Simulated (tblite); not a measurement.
# C6H11NSSi: the cost of one run

Computed with tblite 0.8.0 and PySCF 2.14.0, with density-fitted response routines of our own, on a single molecule in the gas phase. Atoms count from 0, in the outputs and in this text.

## (1) The molecule as given

20 atoms, charge 0, multiplicity 1; geometry from: force field or distance geometry start.

Bonds of the start (Å): C0–C1 1.49, C1–C2 1.19, C2–C3 1.45, C3–N4 1.30, C3–C5 1.49, C5–C6 1.50, C6–S7 1.79, S7–Si8 2.12, C0–H9 1.11, C0–H10 1.12, C0–H11 1.10, N4–H12 1.04, C5–H13 1.12, C5–H14 1.11, C6–H15 1.11, C6–H16 1.10, Si8–H17 1.45, Si8–H18 1.47, Si8–H19 1.50.

## (2) Geometry optimisation with GFN2-xTB

What the job is given:

```
{"job": {"kind": "relax", "xc": "GFN2-xTB", "basis": "xTB"}, "charge": 0, "multiplicity": 1}
C      4.284200    -0.128500     1.491200
C      3.011300    -0.326700     0.735100
C      2.006500    -0.503600     0.119300
C      0.796500    -0.691400    -0.662200
N      0.821700    -1.689400    -1.492800
C     -0.413700     0.160000    -0.508700
C     -1.481000    -0.302300    -1.449300
S     -2.960000     0.696500    -1.311700
Si    -3.820600     0.391900     0.606800
H      4.631900     0.923300     1.412200
H      4.049100    -0.378900     2.552400
H      5.075900    -0.804400     1.141800
H      0.014200    -1.936400    -2.107100
H     -0.823100     0.016900     0.525900
H     -0.162600     1.243400    -0.582200
H     -1.747500    -1.349700    -1.182800
H     -1.164400    -0.320300    -2.502700
H     -2.797900    -0.037400     1.533300
H     -4.976500    -0.512800     0.516500
H     -4.349300     1.676600     1.161900
```

The run is started by

```
$ OMP_NUM_THREADS=1 python probes_run.py task.json out
```

This one command runs all jobs of the session in turn.

**Question.** How long does this first job take on 1 thread of Intel Xeon Platinum 8488C, shared host?

About 1.5 s.
